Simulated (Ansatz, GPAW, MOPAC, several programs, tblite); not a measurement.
# PdSeO (a single layer): cheap methods against density-functional theory

Aim: run PdSeO as a single layer in vacuum through methods of unlike cost and see what each gets, and at what price.

Method: no spin polarisation, static lattice; gaps from single points on the cell relaxed beforehand with r²SCAN, in MOPAC, tblite, GPAW, Ansatz (versions at each run).

## (1) The system as given

Symmetry: P3m1, No. 156, trigonal system. The conventional cell has a = 3.171 Å, b = 3.171 Å, c = 29.766 Å, α = 90.00°, β = 90.00°, γ = 120.00°. Pd (site symmetry 3m) has 3 O at 2.13 Å and 3 Se at 2.55 Å as nearest neighbours. Around O (site symmetry 3m) lie 3 Pd at 2.13 Å. Se (site symmetry 3m) has 3 Pd at 2.55 Å as nearest neighbours.

As a file:

```
Pd O Se
1.0
     3.17126    0.00000    0.00000
    -1.58563    2.74639    0.00000
     0.00000    0.00000   29.76649
Pd O Se
1 1 1
Direct
  0.33333 0.66667 0.31009
  0.66667 0.33333 0.34635
  0.66667 0.33333 0.25063
```

The cell holds a single layer (2H monolayer (Janus)) with vacuum along c; the form is built, and need not be the compound's stable one.

**Question.** The methods are PM6, PM7, GFN1-xTB (tblite), GFN2-xTB (tblite), PBE/single-zeta, coarse PBE, PBE, r2SCAN. What gap does r2SCAN give on this cell, and which other methods (full PBE left aside) come nearest to r2SCAN and farthest in gap?

| quantity | value |
| --- | --- |
| r2SCAN | no gap |
| gap: nearest and farthest of the other methods | PBE/single-zeta, coarse PBE (about 0.00 eV off); GFN2-xTB (tblite) (+0.40 eV) |

What this shows: For the gap (full PBE left aside), PBE/single-zeta, coarse PBE tie for nearest to r2SCAN; GFN2-xTB (tblite) is farthest. A minimal basis or a coarse cutoff and mesh shifts results by its own error, so closeness to r2SCAN can be chance. Cluster runs see only the k-points that fold onto the zone centre, so their gaps can miss the band edges. PM7, PM6 ended in an unphysical state and are left out of the comparison. Overlaps count as a gap of zero in the misses; they are PBE/single-zeta -0.37, coarse PBE -0.32, PBE -0.25, r2SCAN -0.27 eV. CPU times run from 0.79 s (GFN1-xTB (tblite)) to 38 s (r2SCAN). GFN1-xTB (tblite), GFN2-xTB (tblite) disagree with r2SCAN even on whether there is a gap. Semilocal functionals can close a small real gap, so r2SCAN's «no gap» may be its own error. r2SCAN is a yardstick, not the truth.
